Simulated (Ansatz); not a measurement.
# Si₄Ge₂H₁₄: a ladder of functionals and wavefunction methods

An exercise on one series of results from a longer session: the logs are not shown, and one member is left open.

Method: functionals in def2-TZVPP, the program's frozen cores in correlated methods; program: Ansatz 0.2.0, Gaussian basis.

Plan: LDA (SPW92), PBE-D4, revPBE-D4, BLYP-D4, r2SCAN-D4, B97M-V, PBE0-D4, B3LYP-D4, r2SCANh-D4, r2SCAN0-D4, HSE06-D4, BHLYP-D4, CAM-B3LYP-D4, LC-ωPBE, ωB97X-V, ωB97M-V, B2PLYP, PBE-QIDH; CCSD(T)/def2-SVP; CCSD(T)/def2-TZVPP; MP2/def2-QZVPP; extrapolation to the limit; RPA on PBE.

## Structure used throughout

The geometry comes from an earlier relaxation with PBE0-D4 in a triple-zeta def2 set; it is a stationary point, not always the lowest conformer.

SMILES `[SiH3][SiH2][GeH2][GeH2][SiH2][SiH3]`, 20 atoms, charge 0, spin multiplicity 1.

Atoms are counted from 1 here; the program's logs count them from 0.

Bond lengths: Si1–Si2 2.339 Å, Si1–H7 1.488 Å, Si1–H8 1.487 Å, Si1–H9 1.487 Å, Si2–Ge3 2.383 Å, Si2–H10 1.490 Å, Si2–H11 1.490 Å, Ge3–Ge4 2.428 Å, Ge3–H12 1.540 Å, Ge3–H13 1.541 Å, Ge4–Si5 2.379 Å, Ge4–H14 1.541 Å, Ge4–H15 1.541 Å, Si5–Si6 2.338 Å, Si5–H16 1.490 Å, Si5–H17 1.489 Å, Si6–H18 1.488 Å, Si6–H19 1.487 Å and more. Angles: Si2–Si1–H7 110.2°, Si2–Si1–H8 109.9°, Si2–Si1–H9 110.9°, H7–Si1–H8 108.8°, H7–Si1–H9 108.4°, H8–Si1–H9 108.7°, Si1–Si2–Ge3 112.5°, Si1–Si2–H10 108.4°, Si1–Si2–H11 109.7°, Ge3–Si2–H10 109.3°, Ge3–Si2–H11 108.9°, H10–Si2–H11 107.9°, Si2–Ge3–Ge4 111.2°, Si2–Ge3–H12 109.6°, Si2–Ge3–H13 109.8°, Ge4–Ge3–H12 109.2°, Ge4–Ge3–H13 109.3°, H12–Ge3–H13 107.6° and more.

Set-up of the first run:

Contents of in.yaml:

```yaml
crystal:
  periodic: [false, false, false]
  atoms:
    - {symbol: Si, position_ang: [-1.680093, 2.119674, 0.206738]}
    - {symbol: Si, position_ang: [-1.358791, 0.658494, 2.004261]}
    - {symbol: Ge, position_ang: [0.816924, -0.314347, 2.012447]}
    - {symbol: Ge, position_ang: [0.952019, -2.179679, 0.464112]}
    - {symbol: Si, position_ang: [0.120631, -1.526790, -1.667676]}
    - {symbol: Si, position_ang: [1.254003, 0.394243, -2.367734]}
    - {symbol: H, position_ang: [-3.008545, 2.781493, 0.315151]}
    - {symbol: H, position_ang: [-0.622295, 3.165061, 0.209565]}
    - {symbol: H, position_ang: [-1.623421, 1.389130, -1.087321]}
    - {symbol: H, position_ang: [-1.564725, 1.418011, 3.270066]}
    - {symbol: H, position_ang: [-2.374970, -0.430218, 1.953415]}
    - {symbol: H, position_ang: [1.859926, 0.747964, 1.616579]}
    - {symbol: H, position_ang: [1.164742, -0.803390, 3.432247]}
    - {symbol: H, position_ang: [2.417791, -2.637764, 0.341643]}
    - {symbol: H, position_ang: [0.132443, -3.355817, 1.028403]}
    - {symbol: H, position_ang: [0.300356, -2.619986, -2.663346]}
    - {symbol: H, position_ang: [-1.336549, -1.250059, -1.538035]}
    - {symbol: H, position_ang: [2.657178, 0.037241, -2.711371]}
    - {symbol: H, position_ang: [0.609017, 1.015285, -3.555481]}
    - {symbol: H, position_ang: [1.284368, 1.391457, -1.263675]}
basis:
  gaussian: {orbitals: def2-TZVPP}
hamiltonian: {xc: lda}
output: {orbitals: {seedname: orbitals}}
```

Steps of the session up to this table: LDA; PBE-D4 (GGA); revPBE-D4 (GGA); BLYP-D4 (GGA); r2SCAN-D4 (meta-GGA); B97M-V (meta-GGA); PBE0-D4 (hybrid); B3LYP-D4 (hybrid); r2SCANh-D4 (hybrid); r2SCAN0-D4 (hybrid); HSE06-D4 (hybrid); BHLYP-D4 (hybrid); CAM-B3LYP-D4 (range-separated); LC-ωPBE-D4 (range-separated; the results give it without D4); ωB97X-V (range-separated); ωB97M-V (range-separated); B2PLYP (double hybrid); PBE-QIDH (double hybrid).

One table of the session follows, with a row left open; its other results are not shown here.

It belongs to the step «Frontier levels by functional». 

```
  functional  HOMO (eV)  gap (eV)
 LDA (SPW92)      -6.82      5.33
      PBE-D4          ?         ?
   revPBE-D4      -6.65      5.45
     BLYP-D4      -6.52      5.39
   r2SCAN-D4      -6.95      5.84
      B97M-V      -7.07      5.74
     PBE0-D4      -7.69      7.17
    B3LYP-D4      -7.47      6.80
  r2SCANh-D4      -7.31      6.47
  r2SCAN0-D4      -7.85      7.41
    HSE06-D4      -7.31      6.42
    BHLYP-D4      -8.52      8.93
CAM-B3LYP-D4      -8.83      9.37
     LC-ωPBE     -10.10     11.63
     ωB97X-V      -9.80     11.23
     ωB97M-V      -9.61     10.77
```

Estimate the missing values for PBE-D4.

The run gave: HOMO (eV): -6.71; gap (eV): 5.41. In the column «HOMO (eV)» it lies between LDA (SPW92) (-6.82) and revPBE-D4 (-6.65).
